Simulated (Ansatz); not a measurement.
# C₂H₆BF₃O: small, medium and large basis sets

One table from this session's results is given with a row withheld; the runs are named, their logs left out.

Program: Ansatz 0.2.0, Gaussian basis. Level of theory: one geometry, several basis sets. These are calculated values, not measurements.

Plan: PBE0-D4/def2-SVP; ωB97M-V/def2-SVP; PBE0-D4/def2-QZVPP; ωB97M-V/def2-QZVPP; the functionals' def2-TZVPP values are taken from earlier runs.

## The geometry

All runs share one geometry, relaxed beforehand with PBE0-D4 in a triple-zeta def2 set.

SMILES `C[O+](C)[B-](F)(F)F`, 13 atoms, charge 0, spin multiplicity 1.

Atoms are counted from 1 here; the program's logs count them from 0.

Bond lengths: C1–O2 1.431 Å, C1–H8 1.092 Å, C1–H9 1.086 Å, C1–H10 1.090 Å, O2–C3 1.431 Å, O2–B4 1.683 Å, C3–H11 1.090 Å, C3–H12 1.092 Å, C3–H13 1.086 Å, B4–F5 1.354 Å, B4–F6 1.361 Å, B4–F7 1.354 Å. Angles: O2–C1–H8 109.9°, O2–C1–H9 106.9°, O2–C1–H10 108.4°, H8–C1–H9 110.4°, H8–C1–H10 110.6°, H9–C1–H10 110.5°, C1–O2–C3 112.8°, C1–O2–B4 114.5°, C3–O2–B4 114.5°, O2–C3–H11 108.4°, O2–C3–H12 109.9°, O2–C3–H13 106.9°, H11–C3–H12 110.6°, H11–C3–H13 110.5°, H12–C3–H13 110.4°, O2–B4–F5 102.5°, O2–B4–F6 103.4°, O2–B4–F7 102.5° and more.

The first run:

in.yaml

```yaml
crystal:
  periodic: [false, false, false]
  atoms:
    - {symbol: C, position_ang: [0.824739, 0.604203, 0.979999]}
    - {symbol: O, position_ang: [0.359250, -0.094551, -0.178641]}
    - {symbol: C, position_ang: [-0.122341, -1.407725, 0.123051]}
    - {symbol: B, position_ang: [-0.652778, 0.806781, -1.175787]}
    - {symbol: F, position_ang: [0.081507, 1.919348, -1.411273]}
    - {symbol: F, position_ang: [-1.759357, 1.002074, -0.407623]}
    - {symbol: F, position_ang: [-0.831891, -0.017163, -2.234783]}
    - {symbol: H, position_ang: [0.005715, 0.733833, 1.690976]}
    - {symbol: H, position_ang: [1.187788, 1.569731, 0.640776]}
    - {symbol: H, position_ang: [1.634449, 0.027043, 1.427330]}
    - {symbol: H, position_ang: [0.690648, -1.976634, 0.574978]}
    - {symbol: H, position_ang: [-0.973686, -1.344896, 0.804496]}
    - {symbol: H, position_ang: [-0.423646, -1.856742, -0.818599]}
basis:
  gaussian: {orbitals: def2-SVP}
hamiltonian: {xc: pbe0, dispersion: d4}
output: {orbitals: {seedname: orbitals}}
```

Run with:

```console
$ ansatz run in.yaml --threads 4 --pin off --events-out ev --progress --plain --max-ram 11315MiB
```

Steps of the session up to this table: PBE0-D4 in def2-SVP; ωB97M-V in def2-SVP; PBE0-D4 in def2-QZVPP; ωB97M-V in def2-QZVPP.

One of the session's tables, all rows but one given; the rest of the session is left out.

It belongs to the step «Density functionals: the series». 

```
functional       basis  HOMO (eV)  LUMO (eV)
   PBE0-D4    def2-SVP      -9.62       1.24
   PBE0-D4  def2-TZVPP          ?          ?
   PBE0-D4  def2-QZVPP      -9.70       0.32
   ωB97M-V    def2-SVP     -12.05       2.94
   ωB97M-V  def2-TZVPP     -12.11       2.20
   ωB97M-V  def2-QZVPP     -12.12       1.43
```

Estimate the missing values for PBE0-D4, def2-TZVPP.

**Answer.** HOMO (eV): -9.68; LUMO (eV): 0.74. In the column «HOMO (eV)» it lies between PBE0-D4, def2-QZVPP (-9.70) and PBE0-D4, def2-SVP (-9.62).
